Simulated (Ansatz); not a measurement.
Crystal: SrSi3Ni.

```
Sr Ni Si
1.0
    -2.08617    2.08617    4.89080
     2.08617   -2.08617    4.89080
     2.08617    2.08617   -4.89080
Sr Ni Si
1 1 3
Cartesian
  0.0000 0.0000 5.8582
  0.0000 0.0000 2.3943
  0.0000 2.0862 3.4232
  2.0862 0.0000 3.4232
  0.0000 0.0000 0.0205
```

The cell comes from a database or a generator and needn't be the stable form of this composition.

```yaml
Program: Ansatz 0.2.0
Task: relaxation of cell and atoms
Functional: revPBE
Potentials_or_basis: Ansatz PAW
Cutoff: "420 eV (not typed: the program's choice for these potentials)"
k_mesh: 7 × 7 × 7
Occupations: fermi-dirac, width 0.05 eV
Spin: collinear spin, ferromagnetic start
Starting_moments: "[0.0, 1.0, 0.0, 0.0, 0.0] μB"
```

At the start: volume 17.03 Å³/atom.

How do energy, volume and symmetry change on relaxing?

It ends after 5 steps and the volume is 17.59 Å³/atom (+3.3 %); space group I4mm (No. 107, to 0.05 Å); moment 0.00 μB per cell.

The path:
| step | energy change (eV) | largest force (eV/Å) | volume (Å³) |
| --- | --- | --- | --- |
| 1 | 0.0000 | 0.1427 | 85.14 |
| 2 | -0.0260 | 0.0835 | 87.39 |
| 3 | -0.0274 | 0.0329 | 87.92 |
| 4 | -0.0275 | 0.0079 | 87.95 |
| 5 | -0.0279 | 0.0078 | 87.95 |

Final structure:
```
CELL_PARAMETERS angstrom
-2.10552 2.10552 4.95978
2.10552 -2.10552 4.95978
2.10552 2.10552 -4.95978
ATOMIC_POSITIONS crystal
Sr 0.59856 0.59856 0.00000
Ni 0.24442 0.24442 0.00000
Si 0.84992 0.34992 0.50000
Si 0.34992 0.84992 0.50000
Si 0.00287 0.00287 0.00000
```

Caveat: the plane-wave basis is chosen anew once the cell has moved, so the energies of steps on either side of that aren't comparable; the PAW data sets come from PBE, with cores solved anew for the run's functional, which leaves a small shift of forces and pressure; the starting moments weren't kept.
